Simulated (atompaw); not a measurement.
# O: generating and testing a PAW (atompaw) potential

Task: generate the file, and judge it by its logarithmic derivatives, its ghosts and its cutoff.

Program: atompaw 4.2.0.5. Reference atom: PBE, scalar-relativistic, spherical and spin-unpolarised. All values are calculated.

## (1) The atom and the settings

Typed settings, in words:

* element: oxygen (O, Z = 8)
* type: PAW
* frozen core: [He]
* valence charge: 6
* reference configuration: 2s2 2p3 (charge +1)
* partial waves: 2s (bound); 2s channel at -2.15 Ry; 2p (bound); 2p channel at -1.45 Ry; 3d channel at -0.15 Ry
* local potential: bessel scheme, radius 1.75 bohr
* core correction: smooth core density matched at 1.25 bohr
* augmentation charge: besselshape compensation charge, radius 1.65 bohr; PAW radius 1.95 bohr; waves and projectors: bloechl

## (2) Generation

File O.input:

```
O 8
GGA-PBE scalarrelativistic loggrid 1500 logderivrange -5 5 251
2 2 0 0 0 0
2 1 3
0 0 0
c
v
v
2
1.95 1.65 1.75 1.25
y
-2.15
n
y
-1.45
n
y
-0.15
n
bloechl besselshape
bessel
PWSCFOUT
UPFDX 0.0125d0 UPFXMIN -7.d0 UPFZMESH 8.d0
END
```

Started as:

```
$ atompaw < O.input > O.log
```

**Question.** What will these runs give? Wanted: cutoffs for 10 and 1 mRy, occupied levels; bound ghosts; largest phase difference near zero energy, channels read; lowest eigenvalue of the overlap; share of valence orbitals outside the PAW sphere; UPF file.

As calculated:

| quantity | value |
| --- | --- |
| cutoffs for 10 and 1 mRy, occupied levels | 25 Ry and 35 Ry |
| bound ghosts | none found |
| largest phase difference near zero energy, channels read | 0.172 rad |
| lowest eigenvalue of the overlap (Bessel basis) | 0.015 (p) |
| share of valence orbitals outside the PAW sphere | 2s 5 %, 2p 9 % |
| UPF file | written |

What this shows: By its cutoff, 25 Ry for the looser tolerance, it is soft on the atom at that tolerance. It is free of bound ghosts as far as tested. Of the channels read, p scatters worst near zero energy, by up to 0.17 rad. All of this concerns the isolated atom, not yet a solid.
